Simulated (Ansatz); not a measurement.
# Rb3ScCl6: the cost of one run

Method: reference: DFT PBEsol, plane waves, PAW, scalar-relativistic, no spin polarisation, in Ansatz 0.2.0.

1 further run of the same task is left out (it didn't finish).

## (1) The starting structure

It takes space group Fm-3m (No. 225, cubic). Conventional cell: a = 10.624 Å, b = 10.624 Å, c = 10.624 Å, α = 90.00°, β = 90.00°, γ = 90.00°. Around Rb (site symmetry -43m) lie 12 Cl at 3.76 Å. Rb (site symmetry m-3m) is surrounded by 6 Cl at 2.87 Å. Cl (site symmetry 4mm) has 1 Sc at 2.44 Å and 1 Rb at 2.87 Å as nearest neighbours. Sc (site symmetry m-3m) is surrounded by 6 Cl at 2.44 Å.

Coordinates:

```
CELL_PARAMETERS angstrom
0.00000 5.31187 5.31187
5.31187 0.00000 5.31187
5.31187 5.31187 0.00000
ATOMIC_POSITIONS crystal
Rb 0.25000 0.25000 0.25000
Rb 0.75000 0.75000 0.75000
Rb 0.50000 0.50000 0.50000
Cl 0.22990 0.77010 0.77010
Cl 0.77010 0.22990 0.77010
Cl 0.77010 0.22990 0.22990
Cl 0.22990 0.77010 0.22990
Cl 0.77010 0.77010 0.22990
Cl 0.22990 0.22990 0.77010
Sc 0.00000 0.00000 0.00000
```

## (2) The reference run

input.yaml

```yaml
crystal:
  lattice:
    - [0.0, 5.311875, 5.311875]
    - [5.311875, 0.0, 5.311875]
    - [5.311875, 5.311875, 0.0]
  atoms:
    - { symbol: Rb, position: [0.25, 0.25, 0.25] }
    - { symbol: Rb, position: [0.75, 0.75, 0.75] }
    - { symbol: Rb, position: [0.5, 0.5, 0.5] }
    - { symbol: Cl, position: [0.2299, 0.7701, 0.7701] }
    - { symbol: Cl, position: [0.7701, 0.2299, 0.7701] }
    - { symbol: Cl, position: [0.7701, 0.2299, 0.2299] }
    - { symbol: Cl, position: [0.2299, 0.7701, 0.2299] }
    - { symbol: Cl, position: [0.7701, 0.7701, 0.2299] }
    - { symbol: Cl, position: [0.2299, 0.2299, 0.7701] }
    - { symbol: Sc, position: [0.0, 0.0, 0.0] }
  symmetry: { tolerance: 0.0003 }
kpoints:
  mp_grid: { grid: [3, 3, 3], shift: [0, 0, 0] }
magnetization:
  spin_polarized: false
scf:
  occupations: { method: cold, width: 0.2756 }
hamiltonian:
  pseudopotentials: { kind: paw }
  xc: pbesol
basis:
  ecutwfc: 420
output:
  forces: true
  stress: true
  eigenvalues: true
  write_density: true
  write_potential: true
  elf: true
  volumetric_format: npy
```

The run is started by

```
ansatz run input.yaml --threads 1 --pin off --max-ram 2560MiB --backend cpu --events-out ev --progress --plain --runs-dir out
```

Q: Estimate wall time and peak memory on 1 thread of Intel Xeon 6975P-C (Granite Rapids), shared host.

About 3.2 s, with a peak of 0.56 GiB.
